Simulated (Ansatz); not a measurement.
# One shape, several levels: GeN2H4 (SMILES [NH2][Ge][NH2])

Wanted: a comparison of 6 runs (B3LYP/6-31G*, BHLYP/def2-SVPD, r2SCAN0/def2-SVPD, RPA@PBE0/def2-SVPD, CCSD/def2-SVPD, CCSD(T)/def2-SVPD) of GeN2H4. 

Program for the calculation: Ansatz 0.2.0.

43 further runs of the same task are left out: 43 set aside as unsound or not needed. Runs told in other sessions of the task aren't counted.

### Step 1. The system as given

The species is GeN2H4 (7 atoms), meant as a singlet with charge 0. SMILES: `[NH2][Ge][NH2]`. The N3–H6 distance was set to 1.512 Å, away from the relaxed value. At this shape a bond of the SMILES string is far longer than usual.

Bond lengths: N1–Ge2 1.827 Å, Ge2–N3 1.827 Å, N1–H4 1.006 Å, N1–H5 1.008 Å, N3–H7 1.006 Å. Angles: N1–Ge2–N3 97.3°, Ge2–N1–H4 120.9°, Ge2–N1–H5 126.9°, Ge2–N3–H7 120.9°, H4–N1–H5 112.3°. A long bond or contact: N3–H6 1.512 Å.

### Step 2. A single-point energy at B3LYP/6-31G(d) (Cartesian functions) (run 1)

job.yaml reads:

```yaml
crystal:
  periodic: [false, false, false]
  atoms:
    - {symbol: N, position_ang: [-1.178150, -0.411663, -0.702500]}
    - {symbol: Ge, position_ang: [-0.068150, -1.741363, -0.121100]}
    - {symbol: "N", position_ang: [1.196250, -0.668763, 0.646400]}
    - {symbol: H, position_ang: [-2.028350, -0.627763, -1.195000]}
    - {symbol: H, position_ang: [-1.046250, 0.580937, -0.585200]}
    - {symbol: H, position_ang: [1.191600, 0.842500, 0.702200]}
    - {symbol: H, position_ang: [2.003550, -1.064463, 1.097900]}
basis:
  gaussian: {orbitals: "6-31G*"}
hamiltonian: {xc: {name: B3LYP}}
accuracy: high
output: {orbitals: {seedname: orbitals}}
```

The run is started by

```sh
ansatz run job.yaml --threads 1 --pin off --max-ram 3480MiB --events-out events.jsonl --progress --plain --runs-dir runs
```

What it wrote:

```text
Warning: RAYON_NUM_THREADS=1 ignored (pool sized by the plan → 1); use --threads N
Functional definition: B3LYP
  name "B3LYP"
  parameter a0 = 0.2
  parameter ax = 0.72
  parameter ac = 0.81
  exchange = (1 - a0 - ax)*slater_x + ax*b88_x + a0*exact_x
  correlation = (1 - ac)*vwn_rpa_c + ac*lyp_c
1516 factors; integrals over basis functions are off by at most 4.6e-9 eV
mean field evaluation 1: about -59542.0513 eV, gradient 8.0e1 eV
mean field evaluation 2: about -59506.3729 eV, gradient 1.4e2 eV
mean field evaluation 4: about -59554.7967 eV, gradient 1.5e1 eV
mean field evaluation 8: about -59555.3627 eV, gradient 9.9e-1 eV
mean field evaluation 16: about -59555.3649 eV, gradient 1.1e-4 eV
mean field -59555.36491057 eV, -2188.6192923872 hartree, gradient 7.4e-8 eV, S^2 0.000000; 0 other end points of the search recorded, 0 dependent functions left out
reference -59555.36494390 eV, -2188.6192936120 hartree; 25, 25 occupied and 48, 48 virtual orbitals, 1516 factors
Total energy: -59555.36494390 eV, -2188.6192936120 hartree
```

Wall time 4.5 s (1 thread of Intel Xeon Platinum 8488C (Sapphire Rapids), shared host); peak memory 0.23 GiB.

### Step 3. A single-point energy at BHLYP/def2-SVPD (run 2)

input.yaml reads:

```yaml
crystal:
  periodic: [false, false, false]
  atoms:
    - {symbol: "N", position_ang: [-1.178150, -0.411663, -0.702500]}
    - {symbol: Ge, position_ang: [-0.068150, -1.741363, -0.121100]}
    - {symbol: N, position_ang: [1.196250, -0.668763, 0.646400]}
    - {symbol: H, position_ang: [-2.028350, -0.627763, -1.195000]}
    - {symbol: H, position_ang: [-1.046250, 0.580937, -0.585200]}
    - {symbol: H, position_ang: [1.191600, 0.842500, 0.702200]}
    - {symbol: H, position_ang: [2.003550, -1.064463, 1.097900]}
basis:
  gaussian:
    orbitals: def2-SVPD
magnetization:
  spin_polarized: false
hamiltonian:
  xc: {name: BHLYP}
accuracy: high
output: {orbitals: {seedname: orbitals}}
```

The run is started by

```sh
ansatz run input.yaml --threads 1 --pin off --max-ram 3480MiB --events-out events.jsonl --progress --plain --runs-dir runs
```

What it wrote:

```text
Warning: RAYON_NUM_THREADS=1 ignored (pool sized by the plan → 1); use --threads N
Functional definition: BHLYP
  name "BHLYP"
  parameter a = 0.5
  exchange = (1 - a)*b88_x + a*exact_x
  correlation = lyp_c
2257 factors; integrals over basis functions are off by at most 4.6e-9 eV
mean field evaluation 1: about -59541.9295 eV, gradient 6.2e1 eV
mean field evaluation 2: about -59533.7308 eV, gradient 8.4e1 eV
mean field evaluation 4: about -59550.1276 eV, gradient 5.0e0 eV
mean field evaluation 8: about -59550.3267 eV, gradient 2.3e-1 eV
mean field evaluation 16: about -59550.3269 eV, gradient 2.3e-5 eV
mean field -59550.32685604 eV, -2188.4341472982 hartree, gradient 2.6e-8 eV, S^2 0.000000; 0 other end points of the search recorded, 0 dependent functions left out
reference -59550.32688197 eV, -2188.4341482511 hartree; 25, 25 occupied and 85, 85 virtual orbitals, 2257 factors
Total energy: -59550.32688197 eV, -2188.4341482511 hartree
```

Wall time 8.4 s (1 thread of Intel Xeon Platinum 8488C (Sapphire Rapids), shared host); peak memory 0.4 GiB.

Runs 3 to 5 aren't shown in full; the table further down has their settings and results.

### Step 4. A single-point energy at CCSD(T)/def2-SVPD (run 6)

input.yaml reads:

```yaml
crystal:
  periodic: [false, false, false]
  atoms:
    - {symbol: "N", position_ang: [-1.178150, -0.411663, -0.702500]}
    - {symbol: Ge, position_ang: [-0.068150, -1.741363, -0.121100]}
    - {symbol: "N", position_ang: [1.196250, -0.668763, 0.646400]}
    - {symbol: H, position_ang: [-2.028350, -0.627763, -1.195000]}
    - {symbol: H, position_ang: [-1.046250, 0.580937, -0.585200]}
    - {symbol: H, position_ang: [1.191600, 0.842500, 0.702200]}
    - {symbol: H, position_ang: [2.003550, -1.064463, 1.097900]}
basis:
  gaussian:
    orbitals: def2-SVPD
scf:
  omitted_lower_state_checks: [cluster_reference, increment]
correlation:
  method: ccsd_t
  frozen_orbitals: {Ge: 9, H: 0, "N": 1}
accuracy: high
```

The run is started by

```sh
ansatz run input.yaml --threads 1 --pin off --max-ram 3480MiB --events-out events.jsonl --progress --plain --runs-dir runs
```

What it wrote, cut to the lines that bear on the results:

```text
Warning: RAYON_NUM_THREADS=1 ignored (pool sized by the plan → 1); use --threads N
Functional definition: HF
  name "HF"
[...]
2257 factors; integrals over basis functions are off by at most 4.6e-9 eV
[...]
mean field -59489.17487139 eV, -2186.1868533128 hartree, gradient 2.2e-8 eV, S^2 0.000000; 0 other end points of the search recorded, 0 dependent functions left out; unrestricted orbitals would lower it
11 core orbitals not correlated: weight in the atoms' cores, before any rotation towards them, 1.000 or more for the frozen orbitals, at most 0.000 for the correlated occupied ones
reference -59489.17487139 eV, -2186.1868533128 hartree; 14, 14 occupied and 85, 85 virtual orbitals, 2257 factors
second order -16.48379148 eV of doubles, -0.00000000 eV of singles
cycle   1  -16.27256025 eV  change    2.1e-1 eV  update   1.2e-1
[...]
cycle  23  -16.93456890 eV  change    2.2e-9 eV  update   3.0e-9
perturbative correction -0.64618644 eV, -0.0237469138 hartree
Total energy: -59506.75562674 eV, -2186.8329341550 hartree
Checks for a lower state left out: cluster_reference, increment
```

Run time: 32 s. Hardware: 1 thread of Intel Xeon Platinum 8488C (Sapphire Rapids), shared host; peak memory 0.9 GiB.

### Step 5. Overview of the runs

| run | level | Cartesian functions | frozen core orbitals | energy (Eh) | wall time |
| --- | --- | --- | --- | --- | --- |
| 1 | B3LYP/6-31G* (Cartesian functions) | yes | – | -2188.619294 | 4.5 s |
| 2 | BHLYP/def2-SVPD | no | – | -2188.434148 | 8.4 s |
| 3 | r2SCAN0/def2-SVPD | no | – | -2188.418447 | 11 s |
| 4 | RPA@PBE0/def2-SVPD | no | 11 | -2186.999255 | 15 s |
| 5 | CCSD/def2-SVPD | no | 11 | -2186.809187 | 23 s |
| 6 | CCSD(T)/def2-SVPD | no | 11 | -2186.832934 | 32 s |

### Step 6. Summary of results

```
                                           quantity           value
                                run 6: total energy  -2186.83293 Eh
run 6: correlation energy (11 core orbitals frozen)      -646.1 mEh
                              run 6: (T) correction      -23.75 mEh
                               run 6: T1 diagnostic           0.016
```

Over runs 1, 2, 3 the HOMO–LUMO gap runs from 5.04 eV (B3LYP/6-31G*) to 7.54 eV (BHLYP/def2-SVPD). The two ends differ in method and basis. Totals of different functionals can't be ranked against each other. In runs 5, 6 the log says that unrestricted orbitals would lower the reference, so the values rest on an unstable closed-shell determinant (other closed-shell runs at this shape may share the fault). In runs 1, 2, 3, 5, 6 a closed-shell determinant meets a far-stretched bond; if it breaks into open shells, such a determinant describes it badly, and no broken-symmetry solution was shown. All runs together took 94 s, the longest 32 s.
